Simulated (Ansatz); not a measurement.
LaBi:

```
CELL_PARAMETERS angstrom
0.00000 3.28250 3.28250
3.28250 0.00000 3.28250
3.28250 3.28250 0.00000
ATOMIC_POSITIONS crystal
Bi 0.50000 0.50000 0.50000
La 0.00000 0.00000 0.00000
```

| Item | Value |
| --- | --- |
| Program | Ansatz 0.2.0 |
| Task | relaxation of cell and atoms |
| Functional | RPBE |
| Dispersion | D3(BJ) |
| Potentials or basis | Ansatz PAW |
| Cutoff | 420 eV (not typed: the program's choice for these potentials) |
| k mesh | 7 × 7 × 7 |
| Occupations | fermi-dirac, width 0.05 eV |
| Spin | no spin polarisation |

At the start: volume 35.37 Å³/atom.

Task: How do energy, volume and symmetry change on relaxing?

Result: It ends after 7 steps and the volume is 27.36 Å³/atom (-22.6 %); space group Fm-3m (No. 225, to 0.05 Å).

Step by step:
```tsv
step	energy change (eV)	largest force (eV/Å)	volume (Å³)
1	0.0000	0.0000	70.74
2	-0.7194	0.0000	60.89
3	-0.8474	0.0000	52.00
4	-0.8893	0.0000	55.22
5	-0.8906	0.0000	54.76
6	-0.8907	0.0000	54.72
7	-0.8888	0.0000	54.72
```

Final structure:
```yaml
crystal:
  lattice:
    - [0.00000, 3.01326, 3.01326]
    - [3.01326, 0.00000, 3.01326]
    - [3.01326, 3.01326, 0.00000]
  atoms:
    - { symbol: Bi, position: [0.50000, 0.50000, 0.50000] }
    - { symbol: La, position: [0.00000, 0.00000, 0.00000] }
```

Caveat: the volume moved by over 15 % at a fixed basis, so the end points are rough; the plane-wave basis is chosen anew once the cell has moved, so the energies of steps on either side of that aren't comparable; the volume moved by -23 % from the deposited cell, more than functionals usually miss; the PAW data sets come from PBE, with cores solved anew for the run's functional, which leaves a small shift of forces and pressure.
